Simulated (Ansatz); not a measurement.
# CH₄BrNSi, SMILES Br[SiH]1CN1: a polarisability from point charges

Program: Ansatz 0.2.0, Python API.

`ch4brnsi.xyz`
```text
8

Br   -2.34130    0.63740   -0.53300
Si   -0.20630    0.73360   -0.58030
C     0.59900   -0.11980    0.80330
N     0.34140   -0.87070   -0.35610
H     0.47620    1.13530   -1.84790
H     1.68100    0.11490    0.94950
H     0.08090   -0.27110    1.72180
H    -0.53880   -1.41670   -0.21300
```

The cells in order, each with its output:

```python
import ansatz as az
import numpy as np

SETTINGS = {
    "basis_set": "def2-SVPD",
    "xc": "cam_b3lyp",
}
```

```python
ch4brnsi = az.Crystal.molecule_from_extxyz("ch4brnsi.xyz")
```

```python
calculation = (
    ch4brnsi.calculation()
    .basis(gaussian=SETTINGS["basis_set"])
    .functional(SETTINGS["xc"])
    .forces()
)
centre = np.mean([site.position_ang for site in ch4brnsi.cartesian_sites], axis=0)
field = 2 * 14.399645 * 4.0 / 30.0 ** 2


def dipole(axis, sign):
    arm = 30.0 * np.eye(3)[axis]
    pair = [{"charge": sign * 4.0, "position_ang": (centre - arm).tolist()}, {"charge": -sign * 4.0, "position_ang": (centre + arm).tolist()}]
    deck = calculation.input().set(az.key.basis.gaussian.point_charges, pair)
    return np.array(az.Session.from_dict(deck).plan().execute().report["charge_distribution"]["dipole_moment_e_ang"])


print(f"field {field:.4f} V/A")
alpha = np.array([(dipole(axis, 1) - dipole(axis, -1)) / (2 * field) * 14.399645 for axis in range(3)])
print("polarisability tensor (A^3)")
print(np.array2string(alpha, precision=3, suppress_small=True))
print(f"mean {np.trace(alpha) / 3:.3f} A^3 = {np.trace(alpha) / 3 / 0.14818471:.2f} bohr^3")
```

    field 0.1280 V/A
    polarisability tensor (A^3)
    [[11.195 -0.775  0.696]
     [-0.766  9.094 -0.885]
     [ 0.68  -0.893  8.899]]
    mean 9.729 A^3 = 65.66 bohr^3

The geometry is a force-field or estimated start, not a minimum of this method, and the basis set is short of its limit. The field of two point charges is only nearly even. It ran for 66 s on 1 thread of Arm Neoverse V1 (shared host), peak memory 0.48 GiB.

(Lines on the test bed's own set-up are left out of the output.)
